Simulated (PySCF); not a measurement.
# ZrF₃⁺: relaxation and vibrations of the singlet

Where does singlet ZrF₃⁺ go from a trigonal pyramidal start, is the end point a minimum, and what are its modes, charges and moments?

Computed with PySCF 2.14.0. Level: PBE0, basis Zr def2-TZVP with ECP28, F def2-TZVP, scalar-relativistic core potentials, no spin–orbit coupling, density fitting.

**1. The starting structure**

4 atoms, charge 1, spin multiplicity 1.

Bond lengths: Zr1–F2 2.136 Å, Zr1–F3 2.136 Å, Zr1–F4 2.136 Å. Angles: F2–Zr1–F3 99.8°, F2–Zr1–F4 99.8°, F3–Zr1–F4 99.8°.

```xyz
4
charge 1 multiplicity 1
Zr    0.0000    0.0000    0.0000
F     1.8863    0.0000    1.0030
F    -0.9432    1.6336    1.0030
F    -0.9432   -1.6336    1.0030
```

**2. First SCF at the start**

One driver script runs all steps and calls PySCF; scf.py shows how it sets up the SCF of each step. The optimiser is the driver's own. After this first run the driver tries any further starts and a stability analysis.

Contents of scf.py:

```python
from pyscf import gto, scf, dft
mol = gto.M(atom='''
Zr     0.000000     0.000000     0.000000
F      1.886300     0.000000     1.003000
F     -0.943200     1.633600     1.003000
F     -0.943200    -1.633600     1.003000''',
    basis={'Zr': 'def2-TZVP', 'F': 'def2-TZVP'},
    ecp={'Zr': 'def2-TZVP'},
    charge=1, spin=0)
mf = dft.RKS(mol, xc='PBE0')
mf.grids.atom_grid = (50, 194)
aux = {'Zr': 'def2-universal-JKFIT', 'F': 'def2-universal-JKFIT'}
mf = mf.density_fit(auxbasis=aux)
mf.conv_tol = 1e-08
mf.diis_space = 10
mf.max_cycle = 60
mf.init_guess = 'minao'
mf.verbose = 4
mf.kernel()
```

Launch:

```sh
> OMP_NUM_THREADS=4 python axn.py task.json out
```

What it wrote:

```text
init E= -340.722254203212
  HOMO = -0.675555311523815  LUMO = -0.434474349002388  gap/eV = 6.56015
cycle= 1 E= -346.059727689958  delta_E= -5.34  |g|= 0.911  |ddm|= 4.26
  HOMO = -0.467734591237494  LUMO = -0.44441311146316  gap/eV = 0.63461
cycle= 2 E= -341.287119468873  delta_E= 4.77  |g|= 5.37  |ddm|= 2.56
  HOMO = -0.573832154682912  LUMO = -0.374082942734689  gap/eV = 5.43545
cycle= 3 E= -346.196604989168  delta_E= -4.91  |g|= 0.431  |ddm|= 2.17
  HOMO = -0.617595203989242  LUMO = -0.422715757730873  gap/eV = 5.30294
cycle= 4 E= -346.214257768151  delta_E= -0.0177  |g|= 0.18  |ddm|= 0.222
  HOMO = -0.620465892318867  LUMO = -0.406925550238625  gap/eV = 5.81073
cycle= 5 E= -346.221364370788  delta_E= -0.00711  |g|= 0.0212  |ddm|=  0.1
  HOMO = -0.622735061412525  LUMO = -0.406502516688641  gap/eV = 5.88399
cycle= 6 E= -346.221455390764  delta_E= -9.1e-05  |g|= 0.00424  |ddm|= 0.015
  HOMO = -0.622679077206757  LUMO = -0.406700674012857  gap/eV = 5.87707
cycle= 7 E= -346.221458121257  delta_E= -2.73e-06  |g|= 0.00239  |ddm|= 0.00292
  HOMO = -0.622655616388291  LUMO = -0.406736486335042  gap/eV = 5.87546
cycle= 8 E= -346.221458960774  delta_E= -8.4e-07  |g|= 0.00106  |ddm|= 0.00135
  HOMO = -0.622626190039049  LUMO = -0.406774195596036  gap/eV = 5.87363
cycle= 9 E= -346.221459173712  delta_E= -2.13e-07  |g|= 7.62e-05  |ddm|= 0.000517
  HOMO = -0.622625298865442  LUMO = -0.406775453992215  gap/eV = 5.87357
cycle= 10 E= -346.221459175697  delta_E= -1.99e-09  |g|= 2.29e-05  |ddm|= 7.8e-05
  HOMO = -0.622621704142642  LUMO = -0.406778768918857  gap/eV = 5.87339
Extra cycle  E= -346.221459175119  delta_E= 5.78e-10  |g|= 6.28e-05  |ddm|= 4.63e-05
converged SCF energy = -346.221459175119
```

This step, with its further starts and checks, ran for 7.5 s (4 threads of Arm Neoverse V2, shared host).

The starts that the driver tried:

| start | energy (Eh) |
| --- | --- |
| the minimal-basis guess | -346.221459 |
| a thermally smeared density | -346.221459 |
| a smeared PBE density | -346.221459 |

No lower closed-shell solution turned up from the other starts or in the test of internal stability.

**3. Relaxation: trigonal pyramidal start, singlet**

The program finds C3v symmetry in the start, which this walk keeps.

scf.py: that of step 2 with these lines changed.

```diff
@@ -3,4 +3,4 @@
-Zr     0.000000     0.000000     0.000000
-F      1.886300     0.000000     1.003000
-F     -0.943200     1.633600     1.003000
-F     -0.943200    -1.633600     1.003000''',
+Zr     0.000003    -0.000000    -0.389151
+F      1.886322    -0.000000     0.613862
+F     -0.943167     1.633606     0.613843
+F     -0.943167    -1.633606     0.613843''',
@@ -17 +16,0 @@
-mf.init_guess = 'minao'
```

Energy and gradient, step by step:

| step | energy (Eh) | change (kJ/mol) | largest symmetric gradient (Eh/bohr) |
| --- | --- | --- | --- |
| 0 | -346.221459 | 0.00 | 0.17464 |
| 1 | -346.329070 | -282.53 | 0.08154 |
| 2 | -346.336051 | -300.86 | 0.07619 |
| 3 | -346.349692 | -336.68 | 0.01390 |
| 4 | -346.350150 | -337.88 | 0.00324 |
| 5 | -346.350185 | -337.97 | 0.00031 |
| 6 | -346.350189 | -337.98 | 0.00021 |
| 7 | -346.350189 | -337.98 | 0.00003 |

The walk took 12 s.

Geometry (Å) and forces (eV/Å) at some steps:

```
step 0
Zr   0.000   0.000  -0.389  -0.015   0.000   8.980
F    1.886   0.000   0.614  -4.826   0.000  -2.981
F   -0.943   1.634   0.614   2.421  -4.183  -3.000
F   -0.943  -1.634   0.614   2.421   4.183  -3.000
step 1
Zr   0.000   0.000  -0.205  -0.027   0.000   4.193
F    1.786   0.000   0.552  -2.823   0.000  -1.436
F   -0.893   1.547   0.552   1.425  -2.465  -1.378
F   -0.893  -1.547   0.552   1.425   2.465  -1.378
step 4
Zr   0.000   0.000  -0.121  -0.024   0.000   0.167
F    1.720   0.000   0.524  -0.071   0.000  -0.085
F   -0.860   1.489   0.524   0.048  -0.062  -0.041
F   -0.860  -1.489   0.524   0.048   0.062  -0.041
step 7
Zr   0.000   0.000  -0.102  -0.016   0.000  -0.002
F    1.727   0.000   0.518   0.000   0.000  -0.016
F   -0.863   1.495   0.518   0.008   0.007   0.009
F   -0.863  -1.495   0.518   0.008  -0.007   0.009
```

It settles in C3v symmetry, 338.0 kJ/mol below the start, after 7 steps: Zr–F 1.835 Å (×3); F–Zr–F 109.2° (×3).

**4. Frequencies**

On the finer grid the gradient is checked again; gradients at displacements of ±0.02 bohr then give force constants and infrared intensities.

scf.py: that of step 3 with these lines changed.

```diff
@@ -3,4 +3,4 @@
-Zr     0.000003    -0.000000    -0.389151
-F      1.886322    -0.000000     0.613862
-F     -0.943167     1.633606     0.613843
-F     -0.943167    -1.633606     0.613843''',
+Zr     0.000001     0.000000    -0.221237
+F      1.736593    -0.000000     0.373186
+F     -0.868300     1.503936     0.373169
+F     -0.868300    -1.503936     0.373169''',
@@ -11 +11 @@
-mf.grids.atom_grid = (50, 194)
+mf.grids.atom_grid = (75, 302)
@@ -14 +14 @@
-mf.conv_tol = 1e-08
+mf.conv_tol = 1e-10
```

The driver hands on the density of the step before, so the log starts near convergence.

SCF at the final geometry:

```text
init E= -346.350195152361
  HOMO = -0.670434254946383  LUMO = -0.354167735506035  gap/eV = 8.60605
cycle= 1 E= -346.350195152361  delta_E= 5.68e-14  |g|= 1.36e-06  |ddm|= 1.13e-06
  HOMO = -0.670434471402848  LUMO = -0.354167519618549  gap/eV = 8.60606
Extra cycle  E= -346.350195152359  delta_E= 1.48e-12  |g|= 2.91e-06  |ddm|= 2.02e-06
converged SCF energy = -346.350195152359
```

The whole step took 24 s.

Geometry: C3v; Zr–F 1.836 Å (×3); F–Zr–F 110.0° (×3).

Harmonic modes (main isotopes):

```
symmetry  ω (cm⁻¹)  IR (km/mol)  μ (u)
      a1       134         51.9  25.31
       e       181         20.4  20.72
      a1       767         25.5  20.14
       e       771          432  23.30
```

Every mode is real; the point is a minimum.

Constants and moments:

```yaml
Dipole_moment_about_the_centre_of_mass: 4.74 D
Highest_occupied_level: -18.24 eV
Lowest_empty_level: -9.64 eV
Rotational_constants: 0.1715, 0.1715, 0.09808 cm⁻¹
Zero-point_energy: 16.8 kJ/mol
Principal_polarisabilities: 16.5, 29.0, 29.0 bohr³
Principal_traceless_quadrupole_moments_about_the_centre_of_mass: -4.34, -4.34, 8.68 D Å
Entropy_at_298.15_K_and_1_bar: 304.4 J/(mol K)
Heat_capacity_Cp_at_298.15_K: 65.7 J/(mol K)
Enthalpy_at_298.15_K_above_0_K: 15.47 kJ/mol
Rotational_symmetry_number: 3
```

Populations by atom (charges in e):

| atom | Mulliken | Löwdin | polar tensor | Mayer order to Zr1 |
| --- | --- | --- | --- | --- |
| Zr1 | 1.96 | 1.37 | 2.95 | – |
| F2,3,4 | -0.32 | -0.12 | -0.65 | 1.11 |

Outer orbital energies (eV). occupied: -19.81, -19.43, -19.20, -19.20, -18.50, -18.31, -18.24, -18.24; empty: -9.64, -8.45, -8.45, -6.33.

Mulliken populations on Zr1 (outside its core potential): s 2.10, p 6.14, d 1.64, f 0.16.

**5. Would spin polarisation lower it?**

At the lowest minimum the closed shell is tested against spin polarisation, on the (50, 194) grid. It is stable.

**6. Summary of results**

```
                            quantity                                  value
                             minimum                           singlet, C3v
                            geometry  Zr–F 1.836 Å (×3); F–Zr–F 110.0° (×3)
                  wavenumbers (cm⁻¹)   134 (a1), 181 (e), 767 (a1), 771 (e)
      dipole moment (centre of mass)                                 4.74 D
highest occupied, lowest empty level                       -18.24, -9.64 eV
          polar-tensor charge of Zr1                                +2.95 e
                   zero-point energy                            16.8 kJ/mol
                 entropy at 298.15 K                        304.4 J/(mol K)
```

The molecule stays C3v, as typed, and the end point is a minimum. In the infrared the band at 771 cm⁻¹ (e, stretch) leads. Other starts or spin states, not run here, may lie lower.

The search up to here ran for 47 s (4 threads of Arm Neoverse V2, shared host).
